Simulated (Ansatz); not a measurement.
Working through the interaction energy of a dimer with the counterpoise correction of CH₄SSi, SMILES C[Si]S

With the Ansatz DFT code, driven from Python.

Interactive session:
```pycon
>>> import ansatz as az
>>> BASIS = "def2-SVP"
>>> FUNCTIONAL = "pbe0"
>>> DISPERSION = "d3bj"
>>> FIRST = [
...     ("C", (-0.8688, 0.6167, -0.2348)),
...     ("Si", (0.2933, -0.0457, 0.9472)),
...     ("S", (1.6148, -1.3325, -0.1234)),
...     ("H", (-1.4248, -0.1144, -0.7408)),
...     ("H", (-0.4166, 1.2361, -1.0459)),
...     ("H", (-1.6243, 1.343, 0.2573)),
...     ("H", (2.4267, -1.7033, 0.9401)),
... ]
>>> SECOND = [
...     ("C", (2.0065, -2.6436, 3.8421)),
...     ("Si", (1.3098, -4.0554, 4.6834)),
...     ("S", (-0.5852, -3.4548, 5.4561)),
...     ("H", (2.1286, -1.8008, 4.454)),
...     ("H", (1.4153, -2.2738, 2.9705)),
...     ("H", (3.0389, -2.881, 3.3749)),
...     ("H", (-0.9546, -4.6665, 6.0245)),
... ]
>>> def energy(atoms, ghosts=()):
...     molecule = az.Crystal.molecule()
...     for symbol, xyz in atoms:
...         molecule = molecule.atom(symbol, xyz)
...     calc = (
...         molecule.calculation()
...         .basis(gaussian=BASIS)
...         .functional(FUNCTIONAL, dispersion=DISPERSION)
...     )
...     deck = calc.input()
...     if ghosts:
...         deck = deck.set(az.key.basis.gaussian.ghost_atoms, [{"symbol": s, "position_ang": list(xyz)} for s, xyz in ghosts])
...     return az.Session.from_dict(deck).plan().execute().report["free_energy_ev"]
...
>>> # ghost atoms carry the functions of the partner
>>> both = energy(FIRST + SECOND)
>>> alone = energy(FIRST) + energy(SECOND)
>>> ghosted = energy(FIRST, SECOND) + energy(SECOND, FIRST)
>>> print(f"dimer {both:.6f} eV")
dimer -39599.411875 eV
>>> print(f"interaction, uncorrected   {23.060548 * (both - alone):8.3f} kcal/mol")
interaction, uncorrected     -2.027 kcal/mol
>>> print(f"interaction, counterpoise  {23.060548 * (both - ghosted):8.3f} kcal/mol")
interaction, counterpoise    -1.526 kcal/mol
>>> print(f"basis-set superposition    {23.060548 * (alone - ghosted):8.3f} kcal/mol")
basis-set superposition       0.501 kcal/mol
```

Uncorrected it is -2.027 kcal/mol, with the counterpoise correction -1.526 kcal/mol; the difference, 0.50 kcal/mol, is the superposition error.

Caveats:
- Total energies depend on the basis set; only differences at equal settings carry meaning.
- The dimer is a generated trial pose of unrelaxed monomers, not a minimum, so the figure is no binding energy, and the basis set is small.
- Run time: 14 s on 1 thread of Arm Neoverse V2, with other jobs on the host, peak memory 0.39 GiB.
